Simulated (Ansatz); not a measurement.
**Si3O2: one candidate of a structure search**

The task: take a trial cell of Si3O2 to zero force and stress.

Method: DFT PBE, scalar-relativistic, plane waves, PAW, in Ansatz 0.2.0.

## 1. The structure to begin with

The structure is tetragonal, space group P4/mmm (No. 123). The conventional cell has a = 2.825 Å, b = 2.825 Å, c = 8.556 Å, α = 90.00°, β = 90.00°, γ = 90.00°. Around Si (site symmetry 4mm) lie 1 O at 1.41 Å. Around Si (site symmetry 4/mmm) lie 4 O at 2.00 Å. O (site symmetry 4/mmm) has 2 Si at 1.41 Å in its first shell of neighbours. O (site symmetry 4/mmm) has 4 Si at 2.00 Å in its first shell of neighbours.

Structure file:

```cif
data_structure
_symmetry_space_group_name_H-M 'P4/mmm'
_symmetry_Int_Tables_number 123
_cell_length_a 2.8254
_cell_length_b 2.8254
_cell_length_c 8.5562
_cell_angle_alpha 90.000
_cell_angle_beta 90.000
_cell_angle_gamma 90.000
_cell_volume 68.30
loop_
_atom_site_label
_atom_site_type_symbol
_atom_site_symmetry_multiplicity
_atom_site_Wyckoff_symbol
_atom_site_fract_x
_atom_site_fract_y
_atom_site_fract_z
_atom_site_occupancy
Si1 Si 2 g 0.00000 0.00000 0.33503 1
Si2 Si 1 a 0.00000 0.00000 0.00000 1
O1 O 1 b 0.00000 0.00000 0.50000 1
O2 O 1 c 0.50000 0.50000 0.00000 1
```

Recipe of the guess: random cell by space group and Wyckoff sites (P4/mmm, No. 123). Lengths come from tabulated atomic sizes and are only a guess.

## 2. The guess as it stands, on a coarse mesh

Contents of input.yaml:

```yaml
crystal:
  lattice:
    - [2.82542658, 0.0, 0.0]
    - [0.0, 2.82542658, 0.0]
    - [0.0, 0.0, 8.55621831]
  atoms:
    - { symbol: Si, position: [0.0, 0.0, 0.33502628] }
    - { symbol: Si, position: [0.0, 0.0, 0.66497372] }
    - { symbol: Si, position: [0.0, 0.0, 0.0] }
    - { symbol: O, position: [0.0, 0.0, 0.5] }
    - { symbol: O, position: [0.5, 0.5, 0.0] }
basis:
  ecutwfc: 420
kpoints:
  mp_grid: { grid: [6, 6, 2] }
hamiltonian:
  xc: pbe
scf:
  occupations: { method: gaussian, width: 0.1 }
  lower_state_search: "off"
output:
  forces: true
  stress: true
  eigenvalues: true
```

Started as:

```bash
$ ansatz run input.yaml --threads 1 --pin off --max-ram 2560MiB --backend cpu --events-out ev --progress --plain --runs-dir out
```

The session goes on with these runs: spin check on a coarse mesh; rough relaxation on the coarse mesh; final relaxation.

Q: Predict the outcome of this session. Wanted: conventional cell; volume; energy over the elements; gap on the mesh.

The runs gave:

| quantity | value |
| --- | --- |
| symmetry at the end (tolerance 0.05 Å) | space group P4/mmm (No. 123) |
| conventional cell | a = 2.775 Å, b = 2.775 Å, c = 8.412 Å, α = 90.00°, β = 90.00°, γ = 90.00° |
| volume | 12.96 Å³/atom |
| energy over the elements (uncorrected; H, N, O, F and Cl as molecules) | -0.63 eV/atom |
| gap on the mesh | none (metal) |

**Reading.** The space group P4/mmm (No. 123) is kept, and the volume per atom shrinks by 5.2 % from the first guess. It lies below the elements, which doesn't yet make it stable: competing phases were not computed in this session. No finished test with a distortion of lower symmetry is shown, so the end may be a saddle point. A spin-polarised run here lost its starting moments, which speaks against magnetism, though one start doesn't rule it out. Where forces pass 15 eV/Å atoms stand far too close, the PAW spheres overlap strongly and those numbers are rough. Other magnetic orders were not searched.
